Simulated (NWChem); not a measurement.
# BH3O3 (boric acid) at wB97X/def2-TZVPP

Aim: the electronic atomisation energy of BH3O3 (boric acid) at wB97X/def2-TZVPP, from 4 runs. 

The results are computed with NWChem 7.3.0.

4 further runs of the same task are left out: 4 that didn't finish.

## (1) The structure to begin with

BH3O3: 7 atoms, total charge 0, spin state singlet. SMILES: `OB(O)O`. The coordinates come from a PBE0-D4/def2-TZVP relaxation. This is a higher conformer, about 20 kJ/mol above the lowest found by a separate search.

Bond lengths: O1–B2 1.367 Å, B2–O3 1.360 Å, B2–O4 1.376 Å, O1–H5 0.957 Å, O3–H6 0.959 Å, O4–H7 0.957 Å. Angles: O1–B2–O3 116.5°, O1–B2–O4 125.2°, O3–B2–O4 118.3°, B2–O1–H5 115.3°, B2–O3–H6 111.6°, B2–O4–H7 115.8°.

## (2) The energy at wB97X/def2-TZVPP (run 1)

File m1.nw:

```
start m1
title "BH3O3 wB97X"
memory 2200 mb
charge 0
geometry units angstrom noautosym nocenter noautoz
  O     -1.109700     0.802600     0.321900
  B     -0.012200    -0.006800     0.228700
  O      0.501200    -0.469300     1.400100
  O      0.600700    -0.381300    -0.945400
  H     -1.457400     1.118600    -0.511500
  H      1.266800    -1.028200     1.254500
  H      0.210500    -0.035700    -1.748300
end
basis spherical bse
  * library def2-TZVPP
end
dft
  xc wb97x
  grid fine
  convergence energy 1e-08
  maxiter 100
  mulliken
  print low
end
task dft energy
```

Command:

```bash
$ nwchem m1.nw > m1.out
```

The program printed:

```text
[...]
 d= 0,ls=0.0,diis     1   -252.4269310654 -3.69D+02  4.43D-03  1.20D+00    16.6
[...]
 d= 0,ls=0.0,diis     9   -252.5389625651 -5.61D-09  6.57D-07  1.14D-08   159.5
         Total DFT energy =     -252.538962565072
      One electron energy =     -577.088686970321
           Coulomb energy =      239.378140787893
    Exchange-Corr. energy =      -31.058059275924
 Nuclear repulsion energy =      116.229642893280
[...]
      Total Density - Mulliken Population Analysis
     ---------------------------------------------
    Atom       Charge   Shell Charges
 -----------   ------   -------------------------------------------------------
    1 O    8     8.30   0.79  1.18  0.59  0.85  0.31  1.93  1.84  0.79  0.00  0.01  0.00
    2 B    5     4.60   0.92  1.05  0.49  0.21  0.01  1.01  0.38  0.10  0.14  0.22  0.06
    3 O    8     8.31   0.79  1.18  0.59  0.85  0.32  1.93  1.84  0.79  0.00  0.01  0.00
    4 O    8     8.33   0.79  1.18  0.59  0.85  0.31  1.93  1.84  0.82  0.00  0.01  0.00
    5 H    1     0.83   0.26  0.42  0.04  0.02  0.07  0.01
    6 H    1     0.81   0.26  0.40  0.04  0.02  0.07  0.01
    7 H    1     0.82   0.26  0.41  0.04  0.02  0.07  0.01
[...]
```

Wall time 2.7 min (1 thread of AMD EPYC 9R45 (Zen 5), shared host); peak memory 0.12 GiB.

## (3) The B atom (run 2)

File run.nw:

```
start run
title "B"
memory total 2200 mb

geometry noautosym nocenter noautoz
 B      0.000000     0.000000     0.000000
end

basis spherical bse
 * library def2-TZVPP
end

dft
 xc wb97x
 mult 2
 grid fine
 convergence energy 1e-08
 maxiter 100
 mulliken
 print low
end

task dft energy
```

Run the same way, it converges to -24.65154 Eh (log not shown).

Run 3 isn't shown in full; the table further down has it.

## (4) The O atom at the same level (run 4)

File o.nw:

```
START o
memory stack 880 mb heap 220 mb global 1100 mb

GEOMETRY units angstrom noautosym nocenter noautoz
O      0.000000     0.000000     0.000000
END

BASIS spherical bse
* library def2-TZVPP
END

DFT
xc wb97x
mult 3
grid fine
convergence energy 1e-08
iterations 100
mulliken
noprint "final vectors analysis"
END

TASK dft energy
```

Run the same way, it converges to -75.07688 Eh (log not shown).

## (5) The series

```tsv
run	level	partner	energy (Eh)	wall time
1	wB97X/def2-TZVPP	base	-252.538963	2.7 min
2	U-wB97X/def2-TZVPP	atoms	-24.651539	1.2 s
3	U-wB97X/def2-TZVPP	atoms	-0.501393	0.66 s
4	U-wB97X/def2-TZVPP	atoms	-75.076883	1.1 s
```

## (6) Outcome

Level: wB97X/def2-TZVPP.

| quantity | value |
| --- | --- |
| O atom: total energy | -75.07688 Eh |
| O atom: ⟨S²⟩ | 2.005 |
| electronic atomisation energy | 31.364 eV |

In words: Taking the molecule apart into free atoms costs 31.36 eV (723 kcal/mol), before zero-point energy and without spin-orbit coupling. All runs together took 2.7 min, the longest 2.7 min.
